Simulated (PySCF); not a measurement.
# The bond of LaSe, level by level

Aim: find the lowest electronic state of LaSe, scan its bond at several levels of theory, and get bond length, wavenumber and dissociation energy from each curve.

Computed with PySCF 2.14.0. Level: La def2-TZVPP with ECP46, Se def2-TZVPP, scalar-relativistic core potentials.

## Step 1: Set-up

The job is set up so:

```yaml
atoms: La, Se
charge: 0
basis: La def2-TZVPP with ECP46, Se def2-TZVPP
Hamiltonian: scalar-relativistic core potentials
basis_functions: 104
electrons_treated: 45
masses_in_u: 138.9063, 79.9165
levels: PBE0, PBE, r²SCAN, BP86, r²SCANh, B3LYP, LDA, LC-ωPBE, HF, MP2, SCS-MP2, CCSD, CCSD(T)
grid: 80 radial by 434 angular points
occupations: held fixed by the projection of orbital angular momentum
dissociation_limit: La + Se, each in its ground configuration
starting_distance_in_angstrom: 2.493
values_of_2S_to_try: 1, 3
```

The run is started by

```bash
$ OMP_NUM_THREADS=2 python dia.py task.json out
```

After this run come: The PBE0 curve of the state that the search chose; Higher solutions at PBE0; PBE (GGA); r²SCAN; BP86 (GGA); r²SCANh (hybrid meta-GGA); B3LYP (global hybrid GGA); LDA; LC-ωPBE (range-separated hybrid); UHF (mean field); Correlated methods on the Hartree–Fock reference.

Before running it: what results should come out? Wanted: for each run, Re; ωe; De; μ.

**Answer**, as computed:

Lowest PBE0 solution found, without spin–orbit coupling: ²Σ⁺ (doublet), unpaired electrons σ ↑, about 0.1 electrons in the 4f shell (Mulliken). State 2 has its PBE0 minimum 1.86 eV higher. The other levels ran on the lowest alone.

```
      level  Re (Å)  ωe (cm⁻¹)  De (eV)  μ (D)
        UHF   2.556        313     3.19  -7.61
    UHF-MP2   2.530        311     5.43    n/a
UHF-SCS-MP2   2.538        309     5.18    n/a
   UHF-CCSD   2.539        310     4.79    n/a
UHF-CCSD(T)   2.552      299.4     5.07    n/a
        LDA   2.525        305     6.27  -6.02
        PBE   2.549      295.2     5.40  -6.09
       BP86   2.555      293.1     5.35  -6.17
     r²SCAN   2.543        303     5.15  -6.46
    r²SCANh   2.537        307     5.07  -6.61
      B3LYP   2.555      297.9     5.03  -6.65
       PBE0   2.530        309     5.17  -6.61
    LC-ωPBE   2.511        324     4.95  -7.41
```

De is counted to La + Se in their ground configurations. A positive dipole means La(−)Se(+).

Differences from CCSD(T) in the same basis:

```
      level  Re (mÅ)  ωe (%)
        UHF       +4    +4.5
    UHF-MP2      -22    +3.8
UHF-SCS-MP2      -14    +3.3
   UHF-CCSD      -13    +3.6
        LDA      -27    +1.8
        PBE       -3    -1.4
       BP86       +3    -2.1
     r²SCAN       -9    +1.1
    r²SCANh      -15    +2.4
      B3LYP       +2    -0.5
       PBE0      -22    +3.2
    LC-ωPBE      -41    +8.2
```

What this shows: Judged by CCSD(T) in the same basis: best bond length B3LYP (+2 mÅ), worst LC-ωPBE (-41 mÅ); best wavenumber B3LYP (-0.5 %), worst LC-ωPBE (+8.2 %). Of the levels with a De here, UHF gives the least (3.19 eV) and LDA the most (6.27 eV).

Correlated steps freeze 9 core orbitals. These are scalar-relativistic numbers at best; spin–orbit coupling would shift them, the dissociation energy most. With d or f electrons several states lie close, and the lowest PBE0 determinant need not be the measured ground state. With spin–orbit coupling the term label itself may not hold.
